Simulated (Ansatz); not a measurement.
I need a single point from an input written key by key of CH₇BClP, SMILES [PH3+][BH2-]CCl. Use Ansatz's Python interface. Settings: B97M-V, cc-pVDZ basis, multiplicity 1.

```yaml
atoms:
  - { symbol: P, position_ang: [-1.4633, -0.2729, 0.1823] }
  - { symbol: B, position_ang: [0.3528, -0.6292, -0.2398] }
  - { symbol: C, position_ang: [1.2738, 0.6397, 0.1017] }
  - { symbol: Cl, position_ang: [1.0502, 1.9235, -1.1134] }
  - { symbol: H, position_ang: [-1.5632, 0.1350, 1.5258] }
  - { symbol: H, position_ang: [-2.2244, -1.4412, -0.0107] }
  - { symbol: H, position_ang: [-1.9503, 0.7472, -0.6566] }
  - { symbol: H, position_ang: [0.4432, -0.9015, -1.3967] }
  - { symbol: H, position_ang: [0.7194, -1.5649, 0.4006] }
  - { symbol: H, position_ang: [1.0229, 1.0366, 1.1076] }
  - { symbol: H, position_ang: [2.3387, 0.3276, 0.0991] }
```

`ch7bclp_deck.py`
```python
# -*- coding: utf-8 -*-
"""Run CH7BClP from an input written out key by key."""

import ansatz

DECK = """
crystal:
  periodic: [false, false, false]
  atoms:
    - { symbol: P, position_ang: [-1.4633, -0.2729, 0.1823] }
    - { symbol: B, position_ang: [0.3528, -0.6292, -0.2398] }
    - { symbol: C, position_ang: [1.2738, 0.6397, 0.1017] }
    - { symbol: Cl, position_ang: [1.0502, 1.9235, -1.1134] }
    - { symbol: H, position_ang: [-1.5632, 0.135, 1.5258] }
    - { symbol: H, position_ang: [-2.2244, -1.4412, -0.0107] }
    - { symbol: H, position_ang: [-1.9503, 0.7472, -0.6566] }
    - { symbol: H, position_ang: [0.4432, -0.9015, -1.3967] }
    - { symbol: H, position_ang: [0.7194, -1.5649, 0.4006] }
    - { symbol: H, position_ang: [1.0229, 1.0366, 1.1076] }
    - { symbol: H, position_ang: [2.3387, 0.3276, 0.0991] }
basis:
  gaussian: { orbitals: cc-pVDZ, nuclear_model: gaussian }
hamiltonian:
  xc: { name: B97M-V }
"""

session = ansatz.Session.from_yaml(DECK)
summary = session.plan(threads=1).execute().report

print("reference energy %16.6f eV" % summary["reference_energy_ev"])
print("total energy     %16.6f eV" % summary["free_energy_ev"])
print("occupied orbitals outside the frozen core (up, down):", summary["n_occupied"], " frozen:", summary["n_frozen"], " virtual:", summary["n_virtual"])
symbols = ["P", "B", "C", "Cl", "H", "H", "H", "H", "H", "H", "H"]
```

```console
$ python ch7bclp_deck.py
reference energy    -23632.974855 eV
total energy        -23632.974855 eV
occupied orbitals outside the frozen core (up, down): [25, 25]  frozen: 0  virtual: [74, 74]
```

These settings explore the input space; basis and method may be short of convergence. The geometry is a force-field or estimated start, not a minimum of this method, and the basis set is short of its limit. It ran for 15 s on 1 thread of Arm Neoverse V1, on a shared host, peak memory 0.24 GiB.

(A comment or docstring line of the script was reworded after the run, the code is as it ran; lines on the test bed's own set-up are left out of the output.)
